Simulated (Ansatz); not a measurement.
# Cu (Copper): the cost of one run

Method: DFT PBE, scalar-relativistic, plane waves, PAW, in Ansatz 0.2.0.

1 further run of the same task is left out (set aside as unsound or not needed).

### Step 1. Starting point

It takes space group Fm-3m (No. 225, cubic). The conventional cell has a = 3.630 Å, b = 3.630 Å, c = 3.630 Å, α = 90.00°, β = 90.00°, γ = 90.00°. Cu (site symmetry m-3m) is surrounded by 12 Cu at 2.57 Å.

As a file:

```cif
data_structure
_symmetry_space_group_name_H-M 'Fm-3m'
_symmetry_Int_Tables_number 225
_cell_length_a 3.6297
_cell_length_b 3.6297
_cell_length_c 3.6297
_cell_angle_alpha 90.000
_cell_angle_beta 90.000
_cell_angle_gamma 90.000
_cell_volume 47.82
loop_
_atom_site_label
_atom_site_type_symbol
_atom_site_symmetry_multiplicity
_atom_site_Wyckoff_symbol
_atom_site_fract_x
_atom_site_fract_y
_atom_site_fract_z
_atom_site_occupancy
Cu1 Cu 4 a 0.00000 0.00000 0.00000 1
```

It is the result of an earlier relaxation at this level (volume 11.96 Å³/atom; gap on the mesh: none (metal)).

### Step 2. The bulk in the cell of the plane

The input, input.yaml:

```yaml
crystal:
  lattice:
    - [2.5666196052, 0.0, 0.0]
    - [0.0, 2.5666196052, 0.0]
    - [1.2833098026, 1.2833098026, 1.8148741276]
  atoms:
    - { symbol: Cu, position: [0.0, 0.0, 0.0] }
basis:
  ecutwfc: 420
kpoints:
  mp_grid: { grid: [13, 13, 19] }
hamiltonian:
  xc: pbe
scf:
  occupations: { method: gaussian, width: 0.1 }
output:
  forces: true
  stress: true
  eigenvalues: true
```

Run with:

```sh
> ansatz run input.yaml --threads 1 --pin off --max-ram 2560MiB --backend cpu --events-out ev --progress --plain --runs-dir out
```

What time and memory should one allow on 1 thread of Arm Neoverse V1, shared host?

About 8.6 s, with a peak of 0.41 GiB.
